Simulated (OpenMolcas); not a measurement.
# Ru²⁺ among point charges: CASSCF and CASPT2 levels and susceptibility

How does a field of 6 point charges split the states of Ru²⁺, and what χT follows?

Program: OpenMolcas 26.06. Level of theory: state-averaged CASSCF and CASPT2, spin-orbit coupling by RASSI with atomic mean-field integrals. These are calculated values, not measurements, unless marked.

### 1 The atom as given

| Quantity | Value |
| --- | --- |
| Species | Ru²⁺ (ruthenium, Z = 44, 42 electrons) |
| Basis | ANO-RCC-VDZP [6s5p3d1f], 43 functions |
| Scalar Hamiltonian | DKH2, point nucleus |
| Inactive shells | 1s 2s 2p 3s 3p 3d 4s 4p |
| Active space | 6 electrons in 5 orbitals (4d) |
| Some configurations of this space | 4d⁶ |
| Orbitals | optimised for each spin and parity, averaged over all roots |

Outer shells as boxes (Hund's rule):

4d6
```
4d [↑↓][↑ ][↑ ][↑ ][↑ ]
```

The ion sits among 6 point charges of -0.98 e arranged as an octahedron (Oh), 1.79 Å from the ion.

The work runs as a chain of OpenMolcas steps in one folder; each step below is one input file. Labels, J, g values, rates, χT and fits are worked out afterwards by a script from the matrices that RASSI stores. The input lists half of the charges; inversion (Group=XYZ) makes the rest.

### 2 GATEWAY and SEWARD: basis and integrals

a.inp

```
&GATEWAY
Coord
1

Ru 0.0 0.0 0.0
Basis=ANO-RCC-VDZP
Group=XYZ
NoMove
AngMom=0.0 0.0 0.0
AMFI
XField
3 Angstrom 0
1.790000 0.000000 0.000000 -0.980000
0.000000 1.790000 0.000000 -0.980000
0.000000 0.000000 1.790000 -0.980000
&SEWARD
```

On the command line:

```
$ OMP_NUM_THREADS=1 MOLCAS_MEM=1689 MOLCAS_PROJECT=a pymolcas a.inp > a.log
```

What it wrote:

```text
Basis set label: RU.ANO-RCC...6S5P3D1F.

      Electronic valence basis set:
      ------------------
      Associated Effective Charge  44.000000 au
      Associated Actual Charge     44.000000 au
      Nuclear Model: Point charge

      Shell  nPrim  nBasis  Cartesian Spherical Contaminant
         s      21       6        X
         p      18       5        X
         d      13       3                 X
         f       6       1                 X
                  Relativistic Douglas-Kroll-Hess integrals:
                    - DKH order of Hamiltonian: 2
                    - DKH order of Properties : 0
                  Atomic mean-field integrals
```

### 3 CASSCF: quintets of even parity, 5 roots

a.inp

```
&RASSCF
FileOrb=start.orb
Symmetry=1
Spin=5
nActEl=6 0 0
Inactive=9 9
Ras2=5 0
CIRoot=5 5 1
SDav=5
CIMx=300
Iter=120 100
PrWF=0.3
OrbListing=Nothing
MaxOrb=0
>>> COPY $Project.JobIph JOB001
```

start.orb holds the contracted functions of the basis, ordered by shell, or the orbitals of the step before.

What it wrote, shortened:

```text
[...]
      Number of active orbitals                  5
[...]
      Spin quantum number                      2.0
[...]
      Active orbitals                            5   0
[...]
      Number of CSFs                             5
      Number of root(s) required                 5
[...]
      Convergence after  8 iterations
[...]
      Natural orbitals and occupation numbers for root  1
      sym 1:   1.000000   2.000000   1.000000   1.000000   1.000000
      Natural orbitals and occupation numbers for root  2
      sym 1:   1.000000   1.000000   1.000000   2.000000   1.000000
      Natural orbitals and occupation numbers for root  3
      sym 1:   2.000000   1.000000   1.000000   1.000000   1.000000
::    RASSCF root number  1 Total energy:  -4530.08605971
::    RASSCF root number  2 Total energy:  -4530.08605971
::    RASSCF root number  3 Total energy:  -4530.08605971
::    RASSCF root number  4 Total energy:  -4530.03404078
::    RASSCF root number  5 Total energy:  -4530.03404078
```

### 4 CASSCF: triplets of even parity, 45 roots

a.inp

```
&RASSCF
FileOrb=start.orb
Symmetry=1
Spin=3
nActEl=6 0 0
Inactive=9 9
Ras2=5 0
CIRoot=45 45 1
SDav=45
CIMx=300
Iter=120 100
PrWF=0.3
OrbListing=Nothing
MaxOrb=0
>>> COPY $Project.JobIph JOB002
```

What it wrote, shortened:

```text
[...]
      Number of active orbitals                  5
[...]
      Spin quantum number                      1.0
[...]
      Active orbitals                            5   0
[...]
      Number of CSFs                            45
      Number of root(s) required                45
[...]
      Convergence after  7 iterations
[...]
      Natural orbitals and occupation numbers for root  1
      sym 1:   1.765339   1.950524   0.826802   1.214233   0.243102
      Natural orbitals and occupation numbers for root  2
      sym 1:   1.742917   1.950879   1.236577   0.803086   0.266541
      Natural orbitals and occupation numbers for root  3
      sym 1:   1.949041   1.054248   0.070039   1.925308   1.001363
::    RASSCF root number  1 Total energy:  -4530.04490835
::    RASSCF root number  2 Total energy:  -4530.04490835
::    RASSCF root number  3 Total energy:  -4530.04490835
[...]
::    RASSCF root number 27 Total energy:  -4529.94257151
::    RASSCF root number 28 Total energy:  -4529.94257151
::    RASSCF root number 29 Total energy:  -4529.94257151
::    RASSCF root number 30 Total energy:  -4529.94246631
```

### 5 CASSCF: singlets of even parity, 50 roots

a.inp

```
&RASSCF
FileOrb=start.orb
Symmetry=1
Spin=1
nActEl=6 0 0
Inactive=9 9
Ras2=5 0
CIRoot=50 50 1
SDav=50
CIMx=300
Iter=120 100
PrWF=0.3
OrbListing=Nothing
MaxOrb=0
>>> COPY $Project.JobIph JOB003
```

On the command line:

```
$ OMP_NUM_THREADS=1 MOLCAS_MEM=1689 MOLCAS_PROJECT=a pymolcas a.inp > a.log
```

What it wrote, shortened:

```text
[...]
      Number of active orbitals                  5
[...]
      Spin quantum number                      0.0
[...]
      Active orbitals                            5   0
[...]
      Number of CSFs                            50
      Number of root(s) required                50
[...]
      Convergence after  6 iterations
[...]
      Natural orbitals and occupation numbers for root  1
      sym 1:   1.964750   1.964750   0.052875   0.052875   1.964750
      Natural orbitals and occupation numbers for root  2
      sym 1:   1.974331   0.976530   0.070873   1.949652   1.028614
      Natural orbitals and occupation numbers for root  3
      sym 1:   1.974426   1.957515   0.984375   0.063075   1.020608
::    RASSCF root number  1 Total energy:  -4530.04825103
::    RASSCF root number  2 Total energy:  -4530.01088120
::    RASSCF root number  3 Total energy:  -4530.01088120
[...]
::    RASSCF root number 27 Total energy:  -4529.89592102
::    RASSCF root number 28 Total energy:  -4529.89489418
::    RASSCF root number 29 Total energy:  -4529.89489418
::    RASSCF root number 30 Total energy:  -4529.88480663
```

### 6 RASSI: spin-orbit coupling between the states

a.inp

```
&RASSI
NrOfJobIphs=3 5 45 50
1 2 3 4 5
1 2 3 4 5 6 7 8 9 10 11 12 13 14 15 16 17 18 19 20 21 22 23 24 25 26 27
28 29 30 31 32 33 34 35 36 37 38 39 40 41 42 43 44 45
1 2 3 4 5 6 7 8 9 10 11 12 13 14 15 16 17 18 19 20 21 22 23 24 25 26 27
28 29 30 31 32 33 34 35 36 37 38 39 40 41 42 43 44 45 46 47 48 49 50
IphNames
JOB001
JOB002
JOB003
EJob
SpinOrbit
DIPRint=1.0
SOCoupling=1000.0
Subsets=2
Property=9
'ANGMOM' 1 'ANGMOM' 2 'ANGMOM' 3 'MLTPL  1' 1 'MLTPL  1' 2 'MLTPL  1' 3
'AMFI' 1 'AMFI' 2 'AMFI' 3
SOProperty=3
'ANGMOM' 1 'ANGMOM' 2 'ANGMOM' 3
```

What it wrote, shortened:

```text
SPIN-FREE ENERGIES:
  (Shifted by EMIN (a.u.) =      -4530.0860597100)
 SF State       Relative EMIN(au)   Rel lowest level(eV)    D:o, cm**(-1)      L_eff
     1             0.0000000000        0.0000000000              0.0000         2.0
     2             0.0000000000        0.0000000000              0.0000         2.0
     3             0.0000000000        0.0000000000              0.0000         2.0
    51             0.0378086769        1.0288265093           8298.0454         4.7
     6             0.0411513630        1.1197856322           9031.6802         3.8
     7             0.0411513630        1.1197856322           9031.6802         3.8
     8             0.0411513630        1.1197856322           9031.6802         3.8
     5             0.0520189339        1.4155073025          11416.8363         2.0
     4             0.0520189339        1.4155073025          11416.8363         2.0
    10             0.0581406272        1.5820870637          12760.3927         4.2
[...]
Eigenvalues of complex Hamiltonian:
   -----------------------------------
  (Shifted by EMIN (a.u.) =      -4530.0860597100)
 SO State       Relative EMIN(au)   Rel lowest level(eV)    D:o, cm**(-1)     J-value
     1            -0.0042815932        0.0000000000              0.0000         2.9
     2            -0.0042815932        0.0000000000              0.0000         3.3
     3            -0.0042815932        0.0000000000              0.0000         2.9
     4            -0.0026189092        0.0452439367            364.9170         2.6
     5            -0.0026189092        0.0452439366            364.9170         2.9
     6            -0.0022306287        0.0558095881            450.1347         2.1
     7            -0.0022306287        0.0558095881            450.1347         2.9
     8            -0.0022306287        0.0558095881            450.1347         2.9
     9            -0.0002928625        0.1085388930            875.4252         2.2
    10             0.0007418595        0.1366951123           1102.5204         1.9
    11             0.0007418595        0.1366951123           1102.5204         1.9
[...]
```

These steps: 38 s of run time, 1 thread of Intel Xeon Platinum 8488C (Sapphire Rapids), shared host.

States without spin-orbit coupling:

| state | degeneracy | E (cm-1) | free-ion L (%) |
| --- | --- | --- | --- |
| 5T2 | 3 | 0 | D (100) |
| 1A1 | 1 | 8298 | G (52) |
| 3T1 | 3 | 9032 | H (49) |
| 5E | 2 | 11417 | D (100) |
| 3T2 | 3 | 12760 | H (44) |
| 1T1 | 3 | 16500 | I (60) |
| 3T1 | 3 | 17703 | H (69) |
| 3T2 | 3 | 19230 | G (59) |
| 3E | 2 | 20265 | G (45) |
| 3T1 | 3 | 21002 | P (44) |
| 1T2 | 3 | 23395 | I (81) |
| 3T2 | 3 | 24824 | F (56) |
| 3A2 | 1 | 26493 | F (100) |
| 1E | 2 | 26671 | G (73) |
| 1A1 | 1 | 27452 | I (52) |
| 1T2 | 3 | 27940 | D (41) |
| 3T1 | 3 | 28702 | H (52) |
| 3E | 2 | 29247 | H (56) |
| 1T1 | 3 | 30800 | G (54) |
| 1A2 | 1 | 31491 | I (80) |
| 3T2 | 3 | 31492 | D (47) |
| 3A1 | 1 | 31515 | G (100) |
| 1T2 | 3 | 34063 | F (35) |
| 3T1 | 3 | 35352 | F (30) |

With spin-orbit coupling:

| E (cm-1) | Degeneracy | Label | 2S+1 |
| --- | --- | --- | --- |
| 0.0 | 3 | T2 | 5 |
| 364.9 | 2 | E | 5 |
| 450.1 | 3 | T1 | 5 |
| 875.4 | 1 | A1 | 5 |
| 1103 | 3 | T1 | 5 |
| 1200 | 3 | T2 | 5 |
| 7508 | 1 | A1 | 1 |
| 9344 | 2 | E | 3 |
| 9516 | 3 | T2 | 3 |
| 10407 | 3 | T1 | 3 |
| 12085 | 3 | T1 | 5 |
| 12085 | 2 | E | 5 |
| 12122 | 1 | A1 | 5 |
| 12126 | 3 | T2 | 5 |
| 12149 | 1 | A2 | 5 |
| 12355 | 1 | A1 | 3 |
| 13025 | 3 | T1 | 3 |
| 13448 | 2 | E | 3 |
| 13875 | 3 | T2 | 3 |
| 14037 | 1 | A2 | 3 |
| 16784 | 3 | T1 | 1 |
| 18162 | 2 | E | 3 |
| 18377 | 3 | T2 | 3 |
| 18828 | 1 | A1 | 3 |

The table of states holds 24 of 43 computed; the rest, higher up, is left out.

Powder χT (cm³ K/mol): 3.20 at 2 K, 3.22 at 5 K, 3.25 at 10 K, 3.31 at 20 K, 3.48 at 50 K, 3.77 at 100 K, 4.00 at 150 K, 4.14 at 200 K, 4.23 at 250 K, 4.27 at 300 K.

Orbitals of the lowest block (energies include the constant potential of the surroundings):

| shell | space | energy (hartree) | mean occupation | ⟨r²⟩ (bohr²) |
| --- | --- | --- | --- | --- |
| 1s | inactive | -815.8342 | 2.000 | 0.00147 |
| 2s | inactive | -119.4255 | 2.000 | 0.0249 |
| 2p | inactive | -106.6782 | 6.000 | 0.0197 |
| 3s | inactive | -21.5075 | 2.000 | 0.183 |
| 3p | inactive | -17.1951 | 6.000 | 0.187 |
| 3d | inactive | -10.2387 | 10.000 | 0.175 |
| 4s | inactive | -2.4840 | 2.000 | 1.19 |
| 4p | inactive | -1.1788 | 6.000 | 1.45 |
| 4d | RAS2 |  | 6.000 | 2.92 |

### 7 CASPT2: IPEA 0.25, imaginary shift 0.1 (closed shells correlated: 4s 4p)

a.inp

```
>>> COPY JOB001 $Project.JobIph
&CASPT2
Multistate=5 1 2 3 4 5
NoMult
Frozen=8 6
IPEA=0.25
Imaginary=0.1
MaxIter=60
WThr=0.0 0.3 0.05
PrWF=0.5
NoMix
>>> COPY JOB002 $Project.JobIph
&CASPT2
Multistate=45 1 2 3 4 5 6 7 8 9 10 11 12 13 14 15 16 17 18 19 20 21 22
23 24 25 26 27 28 29 30 31 32 33 34 35 36 37 38 39 40 41 42 43 44 45
NoMult
Frozen=8 6
IPEA=0.25
Imaginary=0.1
MaxIter=60
WThr=0.0 0.3 0.05
PrWF=0.5
NoMix
>>> COPY JOB003 $Project.JobIph
&CASPT2
Multistate=50 1 2 3 4 5 6 7 8 9 10 11 12 13 14 15 16 17 18 19 20 21 22
23 24 25 26 27 28 29 30 31 32 33 34 35 36 37 38 39 40 41 42 43 44 45 46
47 48 49 50
NoMult
Frozen=8 6
IPEA=0.25
Imaginary=0.1
MaxIter=60
WThr=0.0 0.3 0.05
PrWF=0.5
NoMix
```

What it wrote, shortened:

```text
[...]
      Active orbitals                            5   0
[...]
      E2 (Variational):          -0.2983607624
      Total energy:           -4530.3844204724
[...]
::    CASPT2 Root  1     Total energy:  -4530.38442047
::    CASPT2 Root  2     Total energy:  -4530.38441760
[...]
::    CASPT2 Root 27     Total energy:  -4530.21128440
::    CASPT2 Root 28     Total energy:  -4530.20961435
::    CASPT2 Root 29     Total energy:  -4530.20929519
::    CASPT2 Root 30     Total energy:  -4530.20056974
```

Time for this run: 8 s (1 thread of Intel Xeon Platinum 8488C (Sapphire Rapids), shared host).

SS-CASPT2: lowest energy less the reference's lowest, -0.2984 hartree; reference weights 0.920 to 0.936.

States without spin-orbit coupling:

| state | degeneracy | E (cm-1) | free-ion L (%) |
| --- | --- | --- | --- |
| 5T2 | 3 | 0 | D (100) |
| 1A1 | 1 | 7189 | G (52) |
| 3T1 | 3 | 7678 | H (49) |
| 3T2 | 3 | 11109 | H (44) |
| 5E | 2 | 12135 | D (100) |
| 1T1 | 3 | 15214 | I (60) |
| 3T1 | 3 | 16540 | H (69) |
| 3T2 | 3 | 17740 | G (59) |
| 3E | 2 | 18694 | G (45) |
| 3T1 | 3 | 18766 | P (44) |
| 1T2 | 3 | 21242 | I (81) |
| 3T2 | 3 | 22205 | F (56) |
| 3A2 | 1 | 24318 | F (100) |
| 1E | 2 | 24726 | G (73) |
| 1A1 | 1 | 24947 | I (52) |
| 1T2 | 3 | 24981 | D (41) |
| 3T1 | 3 | 27807 | H (52) |
| 1T1 | 3 | 28404 | G (54) |
| 3E | 2 | 28551 | H (56) |
| 3T2 | 3 | 29458 | D (47) |
| 1A2 | 1 | 29650 | I (80) |
| 3A1 | 1 | 30216 | G (100) |
| 1T2 | 3 | 30912 | F (35) |
| 3T1 | 3 | 33249 | F (30) |

With spin-orbit coupling:

```csv
E (cm-1),Degeneracy,Label,2S+1
0,3,T2,5
350,2,E,5
440,3,T1,5
840,1,A1,5
1090,3,T1,5
1180,3,T2,5
6350,1,A1,1
8010,2,E,3
8190,3,T2,3
9090,3,T1,3
11070,1,A1,3
11330,3,T1,3
11680,2,E,3
12100,3,T2,3
12270,1,A2,3
12760,1,A1,5
12800,3,T1,5
12860,2,E,5
12920,3,T2,5
12960,1,A2,5
15530,3,T1,1
16930,2,E,3
17190,3,T2,3
17620,3,T1,3
```

Powder χT (cm³ K/mol): 3.19 at 2 K, 3.20 at 5 K, 3.23 at 10 K, 3.30 at 20 K, 3.48 at 50 K, 3.77 at 100 K, 3.99 at 150 K, 4.14 at 200 K, 4.22 at 250 K, 4.26 at 300 K.

### 8 The methods side by side

A. CASSCF
B. SS-CASPT2, IPEA 0.25, imaginary shift 0.1 (closed shells correlated: 4s 4p)

| method | ground state | first state of that spin (cm-1) | first gap with spin-orbit (cm-1) | χT at 300 K |
| --- | --- | --- | --- | --- |
| A | 5T2 | 5E 11420 | 364.9 | 4.27 |
| B | 5T2 | 5E 12140 | 349.7 | 4.26 |

### 9 Results

| quantity | value |
| --- | --- |
| method | SS-CASPT2, IPEA 0.25, imaginary shift 0.1 (closed shells correlated: 4s 4p) |
| spin-free ground state | 5T2, 3-fold in its orbital part |
| first state of the same spin within the active space | 5E at 12100 cm⁻¹ |
| lowest level | 3-fold T2 |
| next level | 349.7 cm⁻¹ |
| χT at 300 K | 4.26 cm³ K/mol |
| effective moment at 300 K | 5.84 μB |

Cost by method:

| method | time of its own steps | time with the reference |
| --- | --- | --- |
| A. CASSCF | 38 s | 38 s |
| B. SS-CASPT2, IPEA 0.25, imaginary shift 0.1, +4s 4p | 8 s | 46 s |

Times are of one thread on a shared host.

In words: The spin-free ground state (5T2) comes to 100 % from free-ion D terms and keeps the highest spin of the shell. χT at 300 K is 4.26, against 3.01 cm³ K/mol for the spin alone, so orbital moment adds to it. An active space of the d shell alone favours high spin; real ions in strong fields can be low spin. CASPT2 does not keep the components of a term degenerate, and the means are used. The field of point charges can differ much from that of real complexes. With metal d orbitals alone active, the gaps between spin states are rough; where two lie within a few thousand cm-1, their order is open. Point charges carry no covalency, so the field is a model and not that of real ligands.
